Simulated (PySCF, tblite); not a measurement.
# C5H11O2P: geometry, infrared bands and NMR shifts

What infrared bands and NMR shifts should C5H11O2P (`CC[P@@](=O)(O)C1CC1`) show?

Computed with tblite 0.8.0 and PySCF 2.14.0, with density-fitted response routines of our own, on a single molecule in the gas phase. Atoms are numbered from 0 throughout.

### 1 The molecule as given

19 atoms, charge 0, multiplicity 1; geometry from: force field or distance geometry start.

Bonds of the start (Å): C0–C1 1.51, C1–P2 1.76, P2–O3 1.49, P2–O4 1.61, P2–C5 1.81, C5–C6 1.50, C6–C7 1.51, C7–C5 1.50, C0–H8 1.09, C0–H9 1.10, C0–H10 1.09, C1–H11 1.10, C1–H12 1.11, O4–H13 0.98, C5–H14 1.09, C6–H15 1.07, C6–H16 1.08, C7–H17 1.08, C7–H18 1.09.

### 2 Geometry optimisation with GFN2-xTB

Job settings and geometry (Å):

```
{"job": {"kind": "relax", "xc": "GFN2-xTB", "basis": "xTB"}, "charge": 0, "multiplicity": 1}
C      2.445000     0.896900    -0.321000
C      1.694200     0.032600     0.666900
P      0.376600    -0.909800    -0.019900
O      0.657800    -1.754500    -1.220000
O     -0.271600    -1.750000     1.195100
C     -0.943500     0.196400    -0.573100
C     -2.370400    -0.257700    -0.612500
C     -1.925700     0.751600     0.420800
H      2.853800     0.289600    -1.130700
H      1.756800     1.635500    -0.760500
H      3.254900     1.431700     0.165100
H      1.308200     0.653800     1.487400
H      2.407700    -0.666400     1.141200
H     -0.897400    -2.424800     0.869900
H     -0.633000     0.863700    -1.373300
H     -2.990300     0.084400    -1.419700
H     -2.606600    -1.259800    -0.271500
H     -2.258400     1.768000     0.292200
H     -1.868100     0.428000     1.455900
```

Run with:

```
OMP_NUM_THREADS=1 python probes_run.py task.json out
```

One launch serves the whole session: the jobs run in the order shown.

**Question.** This job is followed by: GFN2-xTB harmonic vibrations, gas phase; GIAO PBE0/pcSseg-1 NMR shielding, non-relativistic, gas phase. Predict these results of the whole session: strongest single infrared mode (GFN2-xTB); zero-point energy (GFN2-xTB); 13C shifts against TMS (PBE0/pcSseg-1); 1H shifts against TMS (PBE0/pcSseg-1, means over atoms taken as alike); 31P shifts against H3PO4 (PBE0/pcSseg-1); 17O shifts against H2O (PBE0/pcSseg-1).

As calculated:

| quantity | value |
| --- | --- |
| strongest single infrared mode (GFN2-xTB) | 1268 cm⁻¹, 228 km/mol |
| zero-point energy (GFN2-xTB) | 96.8 kcal/mol |
| 13C shifts against TMS (PBE0/pcSseg-1) | 29.8, 11.4, 8.1, 3.8, 3.3 ppm |
| 1H shifts against TMS (PBE0/pcSseg-1, means over atoms taken as alike) | 1.89, 1.70, 1.61, 1.29, 0.99, 0.92, 0.81, 0.57, 0.54 ppm |
| 31P shifts against H3PO4 (PBE0/pcSseg-1) | 42.3 ppm |
| 17O shifts against H2O (PBE0/pcSseg-1) | 142.5, 97.1 ppm |

Relaxing lowered the energy by 0.336 eV in 59 steps; the close pair that moved most is C1–P2, from 1.760 to 1.839 Å. No mode is imaginary among the 51: a minimum at this level. The strongest single mode, at 1268 cm⁻¹, moves mainly O3 and P2. GFN2-xTB is a fitted tight-binding method: band positions and strengths are rough. Its intensities can rank the bands wrongly. At PBE0/pcSseg-1: The widest tensor belongs to P2: span 197 ppm, with a paramagnetic part of -689 ppm.
